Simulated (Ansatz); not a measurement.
The system is Ho.

```
CELL_PARAMETERS angstrom
3.55247 0.00000 0.00000
-1.77623 3.07653 0.00000
0.00000 0.00000 11.36327
ATOMIC_POSITIONS crystal
Ho 0.66667 0.33333 0.75000
Ho 0.00000 0.00000 0.50000
Ho 0.33333 0.66667 0.25000
Ho 0.00000 0.00000 0.00000
```

Base run:

| Quantity | Value |
| --- | --- |
| Program | Ansatz 0.2.0 |
| Functional | PBEsol |
| Potentials or basis | Ansatz PAW |
| Cutoff | 420 eV (not typed: the program's choice for these potentials) |
| k mesh | 9 × 9 × 3 |
| Occupations | fermi-dirac, width 0.05 eV |
| Spin | no spin polarisation |

Its results: band gap on the k mesh none (metal or under the smearing width); pressure -1.1 GPa.

Question: The run is repeated on the same cell with these changes: functional from PBEsol to PBE. What comes out?

Answer: Band gap on the k mesh none (metal or under the smearing width); pressure 1.3 GPa.

PBE binds less tightly than PBEsol, so the same cell stands under more pressure.

Caveats: the PAW data sets come from PBE, with cores solved anew for the run's functional, which leaves a small shift of forces and pressure (some runs).
